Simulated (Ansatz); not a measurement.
# Ti4Ge3: the cost of one run

Computed with Ansatz 0.2.0 (DFT PBE, scalar-relativistic, plane waves, PAW, unless a step names another level, unless a step's input says otherwise).

## (1) Starting point

The structure is cubic, space group I-43d (No. 220). The conventional cell has a = 7.728 Å, b = 7.728 Å, c = 7.728 Å, α = 90.00°, β = 90.00°, γ = 90.00°. Around Ti (site symmetry 3) lie 6 Ge at 2.59 to 2.77 Å and 3 Ti at 2.96 Å. Around Ge (site symmetry -4) lie 8 Ti at 2.59 to 2.77 Å.

As a file:

```
CELL_PARAMETERS angstrom
-3.86397 3.86397 3.86397
3.86397 -3.86397 3.86397
3.86397 3.86397 -3.86397
ATOMIC_POSITIONS crystal
Ti 0.50000 0.00000 0.85443
Ti 0.00000 0.85443 0.50000
Ti 0.85443 0.50000 0.00000
Ti 0.35443 0.50000 0.00000
Ti 0.14557 0.14557 0.14557
Ti 0.00000 0.35443 0.50000
Ti 0.50000 0.00000 0.35443
Ti 0.64557 0.64557 0.64557
Ge 0.62500 0.37500 0.25000
Ge 0.37500 0.25000 0.62500
Ge 0.12500 0.75000 0.87500
Ge 0.75000 0.87500 0.12500
Ge 0.87500 0.12500 0.75000
Ge 0.25000 0.62500 0.37500
```

It came out lowest among 24 distinct ends of the trial cells. At a tolerance of 0.05 Å it has space group I-43d (No. 220).

## (2) A stricter relaxation, on the response runs' mesh and smearing

input.yaml

```yaml
crystal:
  lattice:
    - [-3.8639747689, 3.8639747689, 3.8639747689]
    - [3.8639747689, -3.8639747689, 3.8639747689]
    - [3.8639747689, 3.8639747689, -3.8639747689]
  atoms:
    - { symbol: Ti, position: [0.5, 0.0, 0.8544333102] }
    - { symbol: Ti, position: [0.0, 0.8544333102, 0.5] }
    - { symbol: Ti, position: [0.8544333102, 0.5, 0.0] }
    - { symbol: Ti, position: [0.3544333102, 0.5, 0.0] }
    - { symbol: Ti, position: [0.1455666898, 0.1455666898, 0.1455666898] }
    - { symbol: Ti, position: [0.0, 0.3544333102, 0.5] }
    - { symbol: Ti, position: [0.5, 0.0, 0.3544333102] }
    - { symbol: Ti, position: [0.6455666898, 0.6455666898, 0.6455666898] }
    - { symbol: Ge, position: [0.625, 0.375, 0.25] }
    - { symbol: Ge, position: [0.375, 0.25, 0.625] }
    - { symbol: Ge, position: [0.125, 0.75, 0.875] }
    - { symbol: Ge, position: [0.75, 0.875, 0.125] }
    - { symbol: Ge, position: [0.875, 0.125, 0.75] }
    - { symbol: Ge, position: [0.25, 0.625, 0.375] }
basis:
  ecutwfc: 420
kpoints:
  mp_grid: { grid: [6, 6, 6] }
hamiltonian:
  xc: pbe
scf:
  occupations: { method: gaussian, width: 0.1 }
output:
  forces: true
  stress: true
  eigenvalues: true
relax:
  adjacent_minimum: "off"
  f_tol: 0.001
  max_steps: 60
  cell: { stress_tol: 0.01 }
```

On the command line:

```console
> ansatz run input.yaml --threads 3 --pin off --max-ram 7680MiB --backend cpu --events-out ev --progress --plain --runs-dir out
```

What time and memory should one allow on 3 threads of Intel Xeon at 2.70GHz, shared host?

About 35 s, with a peak of 0.9 GiB.
